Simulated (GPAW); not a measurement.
Sn3Te:

```
Te Sn
1.0
    -2.30090    2.30090    5.51649
     2.30090   -2.30090    5.51649
     2.30090    2.30090   -5.51649
Te Sn
1 3
Direct
  0.00000 0.00000 0.00000
  0.50000 0.50000 0.00000
  0.25000 0.75000 0.50000
  0.75000 0.25000 0.50000
```

The cell comes from a database or a generator and needn't be the stable form of this composition.

Base run:

* Program: GPAW 26.7.0
* Functional: PBEsol
* Potentials or basis: PAW data sets generated in the run's folder for this functional
* Cutoff: 600 eV
* Basis: pw
* k mesh: 6 × 6 × 6
* Occupations: fermi-dirac, width 0.05 eV
* Spin: no spin polarisation

Its results: pressure -3.0 GPa.

**Question.** The run is repeated on the same cell with these changes: functional from PBEsol to LDA; potentials or basis from PAW data sets generated in the run's folder for this functional to the program's PAW data sets (release 1.2.1) made for this functional. What comes out?

**Answer.** Pressure -4.1 GPa.

Not every run made on this cell is shown here.
